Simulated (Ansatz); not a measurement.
Born–Oppenheimer molecular dynamics of a periodic cell of 23 atoms, W9C8F6 (surface WC(001), adsorbate WF6). It goes on from the last frame of an earlier run, with new velocities.

Computed with DFT LDA, scalar-relativistic, plane waves, PAW (Ansatz 0.2.0). Settings: accuracy low, PAW set soft_1, cutoff 420 eV, k mesh 3x3x1, fermi-dirac smearing 0.15 eV, no spin polarisation.

```json
{"ensemble": "NVT, Langevin thermostat", "time step": "1 fs", "steps asked": "250", "set temperature": "2400 K", "friction": "0.01 /fs", "atoms held": "1, 5, 9, 13", "seed": "922995"}
```

Frames 2 fs apart, positions in Å, forces in eV/Å.

Velocities at 200 fs (Å/ps):

```
W 0.00 0.00 0.00
C -4.86 2.40 9.30
W -1.38 -0.04 1.07
C -22.97 5.33 7.30
W 0.00 0.00 0.00
C 6.38 6.21 -0.63
W 1.97 -1.21 -1.34
C -2.73 2.36 9.57
W 0.00 0.00 0.00
C 0.76 -19.13 5.62
W 1.61 -2.36 5.08
C -5.66 -18.71 16.90
W 0.00 0.00 0.00
C 11.74 -6.86 -15.01
W -0.56 -2.92 -0.52
C 13.07 12.11 26.01
W 2.42 -1.88 2.34
F 4.45 7.01 -2.74
F 0.16 -8.97 2.69
F 6.55 -5.87 15.86
F -8.21 -3.23 2.06
F 0.46 8.75 5.08
F -4.52 -12.50 8.29
```

```xyz
23
Lattice="5.8006 0.0000 0.0000 -2.9003 5.0235 0.0000 0.0000 0.0000 17.2466" Properties=species:S:1:pos:R:3:forces:R:3 time_fs=200 energy_less_start_eV=2.838 T=1491
W 0.000 0.000 1.000 1.29 -0.43 -1.17
C 1.666 0.782 2.396 -1.96 2.12 -3.03
W 0.196 0.171 3.682 -3.51 -2.75 1.11
C 1.495 0.872 5.083 -0.54 2.06 -0.33
W -1.450 2.512 1.000 -0.06 0.11 -0.63
C -0.041 3.306 2.293 0.68 0.11 0.22
W -1.379 2.459 3.823 -2.34 1.17 0.49
C -0.036 3.260 5.050 -0.81 1.20 -0.19
W 2.900 0.000 1.000 0.24 -0.61 0.31
C 4.376 0.795 2.144 0.08 1.15 1.77
W 2.753 0.052 3.984 5.98 -1.20 -0.21
C 4.563 0.665 4.860 -2.82 2.05 -0.06
W 1.450 2.512 1.000 0.52 -0.10 1.19
C 2.971 3.371 2.291 -0.63 -0.32 0.14
W 1.353 2.656 3.875 3.81 -1.36 0.12
C 2.902 3.654 4.800 0.17 -3.04 -0.19
W -2.032 4.311 8.766 0.55 4.65 -1.18
F -1.295 4.544 7.055 -0.15 -0.02 1.41
F -2.857 5.840 8.393 0.39 3.07 -1.32
F -3.833 3.917 8.375 0.17 -1.35 -0.56
F -1.905 2.642 8.419 0.90 -4.78 -0.13
F -0.482 5.007 9.703 -1.69 -1.30 -1.41
F -2.843 4.666 10.291 -0.27 -0.44 3.65
23
Lattice="5.8006 0.0000 0.0000 -2.9003 5.0235 0.0000 0.0000 0.0000 17.2466" Properties=species:S:1:pos:R:3:forces:R:3 time_fs=202 energy_less_start_eV=2.960 T=1398
W 0.000 0.000 1.000 1.37 -0.44 -1.31
C 1.652 0.789 2.412 -1.58 2.08 -3.30
W 0.193 0.171 3.685 -3.81 -3.10 1.51
C 1.453 0.889 5.093 0.31 1.74 -0.80
W -1.450 2.512 1.000 0.19 -0.21 -0.63
C -0.028 3.321 2.290 0.48 -0.14 0.37
W -1.375 2.457 3.821 -2.37 1.14 0.96
C -0.043 3.266 5.075 -0.62 0.99 -0.79
W 2.900 0.000 1.000 0.14 -0.49 0.55
C 4.381 0.759 2.160 -0.05 1.70 1.62
W 2.757 0.048 3.993 5.37 -0.93 0.19
C 4.550 0.633 4.893 -2.70 2.28 -0.48
W 1.450 2.512 1.000 0.57 -0.15 1.12
C 2.993 3.362 2.265 -0.94 -0.20 0.65
W 1.352 2.650 3.875 3.84 -0.91 0.72
C 2.929 3.674 4.850 -0.12 -3.19 -0.85
W -2.027 4.306 8.771 0.68 4.66 -0.71
F -1.290 4.557 7.052 -0.20 -0.16 1.61
F -2.852 5.828 8.398 0.26 3.20 -1.26
F -3.816 3.904 8.406 -0.21 -1.34 -0.74
F -1.920 2.633 8.426 1.02 -4.68 -0.18
F -0.485 5.028 9.708 -1.72 -1.36 -1.42
F -2.849 4.637 10.312 0.08 -0.45 3.17
23
Lattice="5.8006 0.0000 0.0000 -2.9003 5.0235 0.0000 0.0000 0.0000 17.2466" Properties=species:S:1:pos:R:3:forces:R:3 time_fs=204 energy_less_start_eV=2.930 T=1482
W 0.000 0.000 1.000 1.33 -0.37 -1.31
C 1.640 0.804 2.423 -1.28 1.94 -3.37
W 0.187 0.171 3.690 -3.95 -3.33 1.81
C 1.415 0.917 5.098 0.97 1.41 -1.11
W -1.450 2.512 1.000 0.42 -0.46 -0.56
C -0.012 3.342 2.287 0.21 -0.45 0.52
W -1.373 2.453 3.820 -2.31 1.23 1.31
C -0.054 3.276 5.108 -0.38 0.74 -1.51
W 2.900 0.000 1.000 0.14 -0.29 0.82
C 4.388 0.731 2.191 -0.22 2.07 1.28
W 2.762 0.042 4.001 4.82 -0.71 0.39
C 4.536 0.609 4.925 -2.50 2.38 -0.79
W 1.450 2.512 1.000 0.61 -0.15 1.08
C 3.006 3.357 2.247 -1.12 -0.14 1.01
W 1.352 2.644 3.875 3.64 -0.53 1.20
C 2.954 3.682 4.884 -0.29 -3.21 -1.27
W -2.020 4.299 8.775 0.45 4.65 -0.32
F -1.288 4.567 7.049 -0.25 -0.30 1.78
F -2.842 5.833 8.399 0.31 2.71 -1.01
F -3.797 3.887 8.433 -0.52 -1.19 -0.87
F -1.929 2.616 8.431 1.14 -4.12 -0.13
F -0.489 5.050 9.704 -1.72 -1.42 -1.39
F -2.851 4.606 10.340 0.49 -0.47 2.42
23
Lattice="5.8006 0.0000 0.0000 -2.9003 5.0235 0.0000 0.0000 0.0000 17.2466" Properties=species:S:1:pos:R:3:forces:R:3 time_fs=206 energy_less_start_eV=2.856 T=1449
W 0.000 0.000 1.000 1.21 -0.28 -1.22
C 1.626 0.828 2.423 -1.04 1.61 -3.16
W 0.179 0.170 3.693 -3.84 -3.36 2.05
C 1.381 0.950 5.101 1.45 1.05 -1.36
W -1.450 2.512 1.000 0.60 -0.64 -0.45
C 0.004 3.359 2.285 -0.07 -0.68 0.66
W -1.371 2.449 3.822 -2.30 1.34 1.54
C -0.065 3.284 5.141 -0.22 0.57 -2.12
W 2.900 0.000 1.000 0.15 -0.11 1.05
C 4.391 0.705 2.226 -0.32 2.33 0.86
W 2.769 0.036 4.009 4.18 -0.48 0.40
C 4.515 0.592 4.952 -2.20 2.41 -1.00
W 1.450 2.512 1.000 0.64 -0.14 1.01
C 3.014 3.351 2.235 -1.22 -0.05 1.25
W 1.352 2.639 3.874 3.45 -0.25 1.53
C 2.973 3.690 4.905 -0.38 -3.20 -1.49
W -2.014 4.293 8.777 0.19 4.36 0.06
F -1.289 4.579 7.050 -0.25 -0.43 1.84
F -2.830 5.845 8.399 0.40 2.07 -0.72
F -3.777 3.868 8.457 -0.82 -0.96 -0.96
F -1.940 2.590 8.433 1.26 -3.20 0.00
F -0.490 5.073 9.693 -1.75 -1.50 -1.36
F -2.847 4.576 10.371 0.88 -0.47 1.63
23
Lattice="5.8006 0.0000 0.0000 -2.9003 5.0235 0.0000 0.0000 0.0000 17.2466" Properties=species:S:1:pos:R:3:forces:R:3 time_fs=208 energy_less_start_eV=2.724 T=1767
W 0.000 0.000 1.000 1.09 -0.21 -1.11
C 1.613 0.858 2.405 -0.93 1.09 -2.58
W 0.171 0.167 3.696 -3.53 -3.27 2.18
C 1.349 0.986 5.106 1.82 0.67 -1.57
W -1.450 2.512 1.000 0.75 -0.77 -0.39
C 0.021 3.369 2.275 -0.37 -0.83 0.89
W -1.368 2.447 3.826 -2.33 1.42 1.60
C -0.078 3.299 5.170 -0.06 0.40 -2.57
W 2.900 0.000 1.000 0.22 0.04 1.18
C 4.394 0.682 2.261 -0.46 2.51 0.41
W 2.777 0.029 4.018 3.48 -0.22 0.20
C 4.491 0.579 4.966 -1.84 2.43 -1.06
W 1.450 2.512 1.000 0.68 -0.12 0.83
C 3.019 3.342 2.227 -1.26 0.08 1.44
W 1.353 2.634 3.873 3.27 0.01 1.70
C 2.985 3.693 4.920 -0.45 -3.13 -1.61
W -2.009 4.287 8.779 -0.11 3.62 0.42
F -1.294 4.596 7.061 -0.16 -0.58 1.69
F -2.812 5.859 8.396 0.41 1.45 -0.41
F -3.759 3.845 8.480 -1.04 -0.67 -1.00
F -1.948 2.555 8.431 1.37 -1.94 0.18
F -0.490 5.090 9.681 -1.77 -1.56 -1.31
F -2.841 4.544 10.405 1.20 -0.43 0.88
23
Lattice="5.8006 0.0000 0.0000 -2.9003 5.0235 0.0000 0.0000 0.0000 17.2466" Properties=species:S:1:pos:R:3:forces:R:3 time_fs=210 energy_less_start_eV=2.583 T=1842
W 0.000 0.000 1.000 0.94 -0.17 -0.93
C 1.595 0.893 2.369 -0.83 0.43 -1.76
W 0.167 0.166 3.699 -3.26 -3.17 2.48
C 1.322 1.032 5.106 2.02 0.18 -1.66
W -1.450 2.512 1.000 0.81 -0.80 -0.25
C 0.036 3.383 2.265 -0.63 -0.98 1.07
W -1.366 2.446 3.831 -2.42 1.46 1.59
C -0.094 3.315 5.186 0.09 0.31 -2.79
W 2.900 0.000 1.000 0.31 0.20 1.25
C 4.399 0.666 2.300 -0.63 2.58 -0.12
W 2.786 0.022 4.027 2.84 0.05 -0.11
C 4.457 0.580 4.976 -1.28 2.37 -1.11
W 1.450 2.512 1.000 0.73 0.03 0.60
C 3.021 3.334 2.233 -1.23 0.19 1.40
W 1.356 2.629 3.873 3.13 0.34 1.69
C 2.997 3.692 4.937 -0.52 -2.91 -1.77
W -2.002 4.281 8.780 -0.63 2.86 0.84
F -1.299 4.611 7.077 -0.01 -0.69 1.41
F -2.795 5.875 8.389 0.44 0.73 -0.08
F -3.744 3.814 8.503 -1.11 -0.34 -1.01
F -1.950 2.516 8.428 1.47 -0.70 0.36
F -0.494 5.099 9.670 -1.74 -1.59 -1.24
F -2.838 4.508 10.441 1.50 -0.36 0.14
23
Lattice="5.8006 0.0000 0.0000 -2.9003 5.0235 0.0000 0.0000 0.0000 17.2466" Properties=species:S:1:pos:R:3:forces:R:3 time_fs=212 energy_less_start_eV=2.473 T=1808
W 0.000 0.000 1.000 0.70 -0.13 -0.64
C 1.569 0.923 2.325 -0.72 -0.25 -0.89
W 0.161 0.165 3.702 -2.96 -3.02 2.85
C 1.302 1.084 5.109 2.04 -0.47 -1.71
W -1.450 2.512 1.000 0.79 -0.75 -0.05
C 0.050 3.392 2.263 -0.87 -1.04 1.08
W -1.365 2.445 3.837 -2.56 1.49 1.52
C -0.110 3.332 5.191 0.24 0.22 -2.79
W 2.900 0.000 1.000 0.38 0.29 1.32
C 4.392 0.660 2.344 -0.61 2.49 -0.69
W 2.793 0.015 4.035 2.25 0.29 -0.42
C 4.418 0.592 4.988 -0.61 2.26 -1.12
W 1.450 2.512 1.000 0.74 0.29 0.33
C 3.021 3.329 2.247 -1.15 0.25 1.24
W 1.361 2.623 3.873 2.99 0.74 1.52
C 3.002 3.689 4.955 -0.58 -2.59 -1.94
W -1.996 4.276 8.784 -1.02 2.03 0.89
F -1.300 4.622 7.092 0.11 -0.79 1.17
F -2.781 5.886 8.382 0.42 0.18 0.21
F -3.729 3.777 8.523 -1.12 -0.03 -0.99
F -1.946 2.476 8.427 1.55 0.37 0.51
F -0.499 5.103 9.659 -1.63 -1.56 -1.11
F -2.826 4.470 10.469 1.62 -0.27 -0.28
23
Lattice="5.8006 0.0000 0.0000 -2.9003 5.0235 0.0000 0.0000 0.0000 17.2466" Properties=species:S:1:pos:R:3:forces:R:3 time_fs=214 energy_less_start_eV=2.451 T=1725
W 0.000 0.000 1.000 0.43 -0.09 -0.36
C 1.549 0.945 2.277 -0.74 -0.87 0.02
W 0.154 0.163 3.708 -2.70 -2.91 3.10
C 1.288 1.135 5.102 1.93 -1.26 -1.48
W -1.450 2.512 1.000 0.75 -0.67 0.17
C 0.063 3.398 2.265 -1.12 -1.04 1.00
W -1.364 2.445 3.842 -2.77 1.55 1.45
C -0.128 3.353 5.193 0.41 0.07 -2.70
W 2.900 0.000 1.000 0.44 0.30 1.33
C 4.374 0.661 2.389 -0.40 2.31 -1.25
W 2.802 0.008 4.040 1.66 0.48 -0.78
C 4.374 0.610 4.996 0.15 2.17 -0.99
W 1.450 2.512 1.000 0.72 0.64 -0.01
C 3.013 3.325 2.256 -0.97 0.31 1.12
W 1.367 2.618 3.875 2.88 1.29 1.15
C 3.001 3.676 4.972 -0.60 -2.20 -2.13
W -1.989 4.271 8.789 -1.41 1.18 0.70
F -1.302 4.631 7.103 0.23 -0.90 0.97
F -2.763 5.890 8.371 0.31 -0.11 0.44
F -3.716 3.742 8.539 -1.08 0.22 -0.95
F -1.938 2.438 8.425 1.61 1.19 0.62
F -0.511 5.103 9.648 -1.36 -1.46 -0.91
F -2.811 4.436 10.490 1.65 -0.17 -0.51
23
Lattice="5.8006 0.0000 0.0000 -2.9003 5.0235 0.0000 0.0000 0.0000 17.2466" Properties=species:S:1:pos:R:3:forces:R:3 time_fs=216 energy_less_start_eV=2.509 T=2064
W 0.000 0.000 1.000 0.17 -0.06 -0.22
C 1.527 0.966 2.223 -0.72 -1.58 1.03
W 0.148 0.163 3.713 -2.47 -2.80 3.29
C 1.281 1.187 5.093 1.70 -2.30 -1.01
W -1.450 2.512 1.000 0.68 -0.55 0.40
C 0.075 3.397 2.275 -1.36 -0.91 0.77
W -1.363 2.446 3.848 -3.06 1.61 1.26
C -0.146 3.376 5.183 0.64 -0.17 -2.34
W 2.900 0.000 1.000 0.51 0.24 1.35
C 4.359 0.672 2.428 -0.22 2.04 -1.74
W 2.811 -0.001 4.043 0.97 0.76 -1.25
C 4.326 0.638 5.000 1.03 2.08 -0.70
W 1.450 2.512 1.000 0.65 1.15 -0.47
C 2.997 3.327 2.260 -0.67 0.29 1.04
W 1.374 2.615 3.876 2.79 2.00 0.55
C 2.996 3.656 4.982 -0.60 -1.75 -2.29
W -1.982 4.267 8.795 -1.87 0.36 0.39
F -1.303 4.640 7.118 0.38 -1.01 0.71
F -2.748 5.888 8.360 0.18 -0.30 0.65
F -3.703 3.706 8.556 -1.07 0.41 -0.89
F -1.928 2.403 8.423 1.64 1.82 0.70
F -0.525 5.095 9.639 -0.93 -1.25 -0.63
F -2.792 4.407 10.508 1.62 -0.08 -0.62
```

Of the whole run (250 fs, mean temperature of the second half 2099 K): The mean temperature of the second half is 13 % below the set value. A run of 0.25 ps of so small a system gives no equilibrium averages. Limits of this set-up: coarse k mesh, thin slab, slab without dipole correction, no dispersion correction for a molecule that may bind weakly, PAW files made for another functional, a typed lattice constant that wasn't relaxed here, low accuracy level.

Run time: 32 min on 4 threads of Arm Neoverse V1 (shared host), peak memory 1.6 GiB.
